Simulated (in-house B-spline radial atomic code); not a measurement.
# As⁴⁺: ionisation energy by several methods

One table from this session's results is given with a row withheld; the runs are named, their logs left out.

Program: in-house B-spline radial atomic code version 1. Level of theory: non-relativistic, several functionals, spin-polarised; spherical all-electron atom at the radial basis limit. These are calculated values, not measurements, unless marked.

## The atom as given

- element: arsenic (Z = 33)
- charge: +4
- electrons: 29
- configuration: [Ar] 3d10 4s1
- nucleus: point

The outer shells:

[Ar] 3d10 4s1
```
[Ar] core
3d [↑↓][↑↓][↑↓][↑↓][↑↓]
4s [↑ ]
```

Where spins are not typed, each open shell is filled with up spins first.

Set-up of the first run:

Settings of the run:

```ini
Z = 33
electrons = 29.0
configuration = [Ar] 3d10 4s1
hamiltonian = nr
method = camb3lyp
spin_polarised = True
```

Among the steps run: CAM-B3LYP, a range-separated hybrid; SCAN, a meta-GGA; B3LYP, a global hybrid; revTPSS, a meta-GGA; PBEsol, a GGA; r2SCAN, a meta-GGA; TPSS, a meta-GGA; ωB97X, a range-separated hybrid; OLYP, a GGA.

One table of the session follows, with a row left open; its other results are not shown here.

| method | ΔSCF (eV) |
| --- | --- |
| PBEsol | 62.778 |
| OLYP | 62.580 |
| SCAN | 62.620 |
| revTPSS | 62.291 |
| r2SCAN | ? |
| TPSS | 62.453 |
| B3LYP | 63.068 |
| CAM-B3LYP | 63.053 |
| ωB97X | 61.655 |

**Question.** Estimate the row for r2SCAN.

**Answer.** ΔSCF (eV): 62.442. In the column «ΔSCF (eV)» it lies between revTPSS (62.291) and TPSS (62.453).

Caveats from the session: These runs leave out relativity, which matters at this nuclear charge.
